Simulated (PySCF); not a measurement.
# [HoCl2]+: other functionals and bases at one geometry

The task here is to estimate one member of a computed series from the others.

Computed with PySCF 2.14.0. Level: several levels, as the steps say, no spin–orbit coupling.

1 further run of the same task is left out (for a known fault of the program).

## The starting structure

3 atoms, charge 1, spin multiplicity 1.

Bond lengths: Ho1–Cl2 2.361 Å, Ho1–Cl3 2.361 Å. Angles: Cl2–Ho1–Cl3 111.0°.

As a file:

| atom | x (Å) | y (Å) | z (Å) |
| --- | --- | --- | --- |
| Ho1 | 0.0000 | 0.0000 | -0.4996 |
| Cl2 | 1.9459 | 0.0000 | 0.8374 |
| Cl3 | -1.9459 | 0.0000 | 0.8374 |

Formal oxidation states: Ho +3. Each metal's 10 4f electrons lie in its core potential, so multiplicities, spins and levels count the valence alone. An earlier session relaxed this geometry at PBE0, Ho lcecp-1-SVP with ECP56, Cl def2-SVP (singlet, point group C2v).

At PBE0 on the finer grid: E = -957.357159 Eh, HOMO -13.87 eV, LUMO -8.21 eV, Mulliken charge on Ho1 +1.28 e, largest force component 0.003 eV/Å. 

Levels to run: BP86; CAM-B3LYP; PBE0, TZVP. Hardware: 2 threads of Arm Neoverse V2, shared host.

Set-up of the first run:

File run.py (the lines that set the calculation):

```python
mol = gto.M(atom='''
Ho     0.00000     0.00000    -0.49965
Cl     1.94587     0.00000     0.83736
Cl    -1.94587     0.00000     0.83736''',
    basis={'Ho': 'lcecp-1-SVP', 'Cl': 'def2-SVP'},
    ecp={'Ho': 'lcecp-1-SVP'},
    charge=1, spin=0)
mf = dft.RKS(mol, xc='B88,P86')
mf.grids.atom_grid = (75, 302)  # f atoms: unpruned, at least (60, 302)
mf = mf.density_fit()  # fitting sets: Ho AutoAux, Cl def2-universal-JKFIT
mf.conv_tol = 1e-08; mf.max_cycle = 55
mf.kernel(dm0)  # dm0: the density of the relaxed state
```

Started as:

```sh
> OMP_NUM_THREADS=2 python run.py
```

Steps of the session up to this table: BP86; CAM-B3LYP; PBE0, TZVP.

One table of the session follows, with a row left open; its other results are not shown here.

| level | HOMO (eV) | gap (eV) | charge on Ho1 (e) | dipole (D) | largest force component (eV/Å) |
| --- | --- | --- | --- | --- | --- |
| PBE0 (relaxed here) | -13.87 | 5.67 | 1.28 | 6.33 | 0.00 |
| BP86 | ? | ? | ? | ? | ? |
| CAM-B3LYP | -15.11 | 7.63 | 1.25 | 6.47 | 0.08 |
| PBE0, TZVP | -13.79 | 5.71 | 1.58 | 6.21 | 0.22 |

Estimate the missing values for BP86.

As computed: HOMO (eV): -12.66; gap (eV): 3.85; charge on Ho1 (e): 1.17; dipole (D): 5.78; largest force component (eV/Å): 0.28. In the column «HOMO (eV)» it is the highest.

The dipole of a charged species depends on the origin, so these sizes hold for this origin alone.

In one basis the HOMO–LUMO gap runs from 3.85 eV (BP86) to 7.63 eV (CAM-B3LYP). The largest leftover force, 0.28 eV/Å with BP86, stands at a geometry relaxed at another level. With 4f in the core, its levels are missing from HOMO and gap, and its count is fixed, so no charge can pass from the ligands into it. Total energies of different levels can't be compared.
